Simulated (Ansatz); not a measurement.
## H6NOSbSi, SMILES N[SiH2][SbH][OH]: a ladder of methods at one geometry

Program: Ansatz's Python interface.

Script `h6nosbsi.py`:
```python
# -*- coding: utf-8 -*-
import ansatz as az
from ase import Atoms

BASIS = "def2-SVP"

atoms = Atoms(["N", "Si", "Sb", "O", "H", "H", "H", "H", "H", "H"], positions=[
    (-2.056, -0.0976, -0.1698),
    (-0.3727, -0.1486, -0.6048),
    (0.9308, 1.2419, 1.0094),
    (2.7681, 0.3835, 0.4267),
    (-2.2014, -0.4713, 0.7556),
    (-2.6082, -0.6741, -0.8394),
    (-0.1394, 0.3699, -1.9628),
    (0.1182, -1.5273, -0.5404),
    (0.7362, 0.065, 2.3396),
    (2.9076, 0.8075, -0.4111),
])
mol = az.Crystal.molecule_from_ase(atoms)

job = mol.calculation().basis(gaussian=BASIS)

methods = ["mp2", "ccsd", "ccsd_t"]
reports = [job.correlation(m).run(threads=1, backend="cpu").report for m in methods]
print(f"Hartree-Fock reference {reports[0]['reference_energy_ev'] / 27.211386246:.6f} Ha")
best = reports[-1]["free_energy_ev"] - reports[-1]["reference_energy_ev"]
for method, each in zip(methods, reports):
    gained = each["free_energy_ev"] - each["reference_energy_ev"]
    print(f"{method:8s} total {each['free_energy_ev'] / 27.211386246:.6f} Ha  correlation {gained:9.4f} eV  ({100 * gained / best:.1f} % of the last)")
```

```console
$ python h6nosbsi.py
Hartree-Fock reference -660.793367 Ha
mp2      total -661.377624 Ha  correlation  -15.8985 eV  (90.1 % of the last)
ccsd     total -661.424615 Ha  correlation  -17.1771 eV  (97.3 % of the last)
ccsd_t   total -661.441888 Ha  correlation  -17.6472 eV  (100.0 % of the last)
```

Reading the output:
- Total energies depend on the basis set; only differences at equal settings carry meaning.
- The geometry is a force-field or estimated start, not a minimum of this method, and the basis set is short of its limit. A lower total doesn't mark the better method: functionals have no common bound, and MP2 and coupled cluster aren't variational.
- def2 sets replace the cores of elements past krypton by effective core potentials.
- Inner cores stay frozen; a filled d shell under the valence of the heavier atoms is correlated with it.
- Finished in 41 s on 1 thread of Arm Neoverse V1, with other jobs on the host, peak memory 0.54 GiB.
